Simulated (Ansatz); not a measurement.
## O, space group P4/mmm: an all-electron equation of state, step by step

With the Ansatz DFT code, driven from Python.

The cells in order, each with its output:

```python
import ansatz as az
from ase.eos import EquationOfState
from ase.units import GPa
import numpy as np
```

```python
vectors0 = np.array([
    [1.77559126, 0.0, 0.0],
    [0.0, 1.77559126, 0.0],
    [0.0, 0.0, 3.0530507],
])
sites = [
    ("O", [0.0, 0.0, 0.0]),
]


def crystal_on(cell):
    crystal = az.Crystal(lattice=az.Lattice.of(cell))
    for symbol, position in sites:
        crystal = crystal.atom(symbol, position)
    return crystal

volumes, energies = [], []
for scale in np.linspace(0.94, 1.06, 7):
    cell = vectors0 * scale ** (1 / 3)
    job = (
        crystal_on(cell).calculation()
        .functional("pbesol")
        .mixing("broyden")
        .occupations("Fermi-Dirac")
        .kpoints(16, 16, 9)
        .pseudopotentials("all_electron", lapw=True)
    )
    report = job.run(threads=1).report
    volumes.append(abs(np.linalg.det(cell)) / len(sites))
    energies.append(report["free_energy_ev"] / len(sites))
    print(f"{scale:.3f} {volumes[-1]:9.4f} A^3/atom {energies[-1]:16.5f} eV/atom  (estimated basis error {1000 * report['lapw_basis_errors']['total_ev_per_atom']:.2f} meV/atom)")
v0, e0, bulk = EquationOfState(volumes, energies, eos="birchmurnaghan").fit()
print(f"V0 = {v0:.4f} A^3/atom, B0 = {bulk / GPa:.1f} GPa")
```

    0.940    9.0479 A^3/atom      -2037.72323 eV/atom  (estimated basis error 0.13 meV/atom)
    0.960    9.2404 A^3/atom      -2037.73278 eV/atom  (estimated basis error 0.13 meV/atom)
    0.980    9.4329 A^3/atom      -2037.73823 eV/atom  (estimated basis error 0.13 meV/atom)
    1.000    9.6254 A^3/atom      -2037.73999 eV/atom  (estimated basis error 0.13 meV/atom)
    1.020    9.8179 A^3/atom      -2037.73843 eV/atom  (estimated basis error 0.13 meV/atom)
    1.040   10.0104 A^3/atom      -2037.73388 eV/atom  (estimated basis error 0.13 meV/atom)
    1.060   10.2030 A^3/atom      -2037.72664 eV/atom  (estimated basis error 0.13 meV/atom)
    V0 = 9.6279 A^3/atom, B0 = 137.9 GPa

A third-order Birch-Murnaghan fit through the 7 points has its minimum at 9.63 Å³ an atom, 0.0 % above the typed cell, with a bulk modulus of 138 GPa and dB/dP = 4.3. From that minimum the energy rises by 16.8 meV an atom on the compressed side and 13.4 meV on the expanded side.

What to keep in mind:
- The settings weren't tested for convergence.
- Shape and fractional positions are held along the curve, so the bulk modulus is an upper value where they are free to relax, by a factor of two or more in layered or hydrogen-bonded cells.
- The mesh is modest for a metal, so energies can be off by several to tens of meV an atom and pressures by half a GPa or more; differences at equal mesh fare better.
- No spin polarisation was allowed.
- This isn't the structure that O takes at ambient conditions.
- Hardware and time: 64 s on 1 thread of Intel(R) Xeon(R) Processor @ 2.30GHz, on a shared host, peak memory 0.48 GiB.
